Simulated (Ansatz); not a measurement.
**CH6GeN2: a ladder of functionals and wavefunction methods**

How much do the methods differ for CH6GeN2? The plan is to run it at one geometry with functionals of several rungs and with coupled cluster, and see how far each lands from CCSD(T) at the basis-set limit for the atomisation energy.

Program: Ansatz 0.2.0, Gaussian basis. Level of theory: functionals in def2-TZVPP, the program's frozen cores in correlated methods. These are calculated values, not measurements.

The runs, in order: PBE-D4, r2SCAN-D4, PBE0-D4, B3LYP-D4, ωB97X-V, ωB97M-V, B2PLYP; CCSD(T)/def2-TZVPP; MP2/def2-QZVPP; extrapolation to the limit.

### Step 1. Structure used throughout

An earlier PBE0-D4 in a triple-zeta def2 set relaxation fixed the geometry.

10 atoms, charge 0, spin multiplicity 1.

Atoms are counted from 1 here; the program's logs count them from 0.

Bond lengths: N1–C2 1.329 Å, N1–H5 1.018 Å, N1–H6 1.002 Å, C2–N3 1.286 Å, C2–H7 1.090 Å, N3–Ge4 2.068 Å, N3–H8 1.009 Å, Ge4–H9 1.587 Å, Ge4–H10 1.587 Å. Angles: C2–N1–H5 117.4°, C2–N1–H6 121.3°, H5–N1–H6 121.3°, N1–C2–N3 122.7°, N1–C2–H7 116.0°, N3–C2–H7 121.3°, C2–N3–Ge4 122.5°, C2–N3–H8 115.0°, Ge4–N3–H8 122.5°, N3–Ge4–H9 90.0°, N3–Ge4–H10 90.0°, H9–Ge4–H10 94.0°.

### Step 2. PBE-D4 (GGA)

File in.yaml:

```yaml
crystal:
  periodic: [false, false, false]
  atoms:
    - {symbol: N, position_ang: [-0.907971, 1.351444, 0.313868]}
    - {symbol: C, position_ang: [-0.052231, 0.903891, -0.598462]}
    - {symbol: N, position_ang: [0.498054, -0.255868, -0.525352]}
    - {symbol: Ge, position_ang: [0.117090, -1.570532, 1.025464]}
    - {symbol: H, position_ang: [-1.124406, 0.736588, 1.095328]}
    - {symbol: H, position_ang: [-1.324638, 2.258887, 0.235792]}
    - {symbol: H, position_ang: [0.162932, 1.581009, -1.424672]}
    - {symbol: H, position_ang: [1.129094, -0.476026, -1.280774]}
    - {symbol: H, position_ang: [-0.088904, -2.745663, -0.021473]}
    - {symbol: H, position_ang: [1.674180, -1.834930, 1.183279]}
basis:
  gaussian: {orbitals: def2-TZVPP}
hamiltonian: {xc: pbe, dispersion: d4}
output: {forces: true, orbitals: {seedname: orbitals}}
```

The run is started by

```bash
$ ansatz run in.yaml --threads 4 --pin off --events-out ev --progress --plain --max-ram 10444MiB
```

After this run come: r2SCAN-D4 (meta-GGA); PBE0-D4 (hybrid); B3LYP-D4 (hybrid); ωB97X-V (range-separated); ωB97M-V (range-separated); B2PLYP (double hybrid); CCSD(T) in def2-TZVPP; MP2 in def2-QZVPP.

**Question.** What will the summary of the whole plan be? Wanted: atomisation energy, CCSD(T)/CBS; farthest; mean size of error, hybrid; mean size of error, range-separated; gap, smallest and largest; T1 diagnostic; triples share of the correlation energy.

As calculated:

| quantity | value |
| --- | --- |
| atomisation energy, CCSD(T)/CBS | 3344.8 kJ/mol |
| functionals within 33.4 kJ/mol (1.0 %) | r2SCAN-D4, PBE0-D4, B3LYP-D4, ωB97X-V, ωB97M-V, B2PLYP |
| farthest | PBE-D4 (+103.1 kJ/mol) |
| mean size of error, hybrid | 20.2 kJ/mol |
| mean size of error, range-separated | 18.1 kJ/mol |
| gap, smallest and largest | 2.80 eV (PBE-D4), 9.26 eV (ωB97X-V) |
| T1 diagnostic | 0.0143 |
| triples share of the correlation energy | 4.0 % |

**Reading.** PBE-D4 misses by +103.1 kJ/mol. Double hybrids carry the basis error of their MP2 part in triple zeta, and no dispersion term here, so their miss is partly the set-up's. Misses under about 33.4 kJ/mol are within the doubt on the reference itself, which lacks core-valence correlation, relativity and higher excitations, and its outer-core shells are covered unevenly. Hartree-Fock recovers 66 % of the binding; the rest is correlation. The gap grows from 2.8 to 9.3 eV across the functionals, mostly with the share of exact exchange. Correlated methods include outer-core shells of Ge, which these sets cover unevenly.
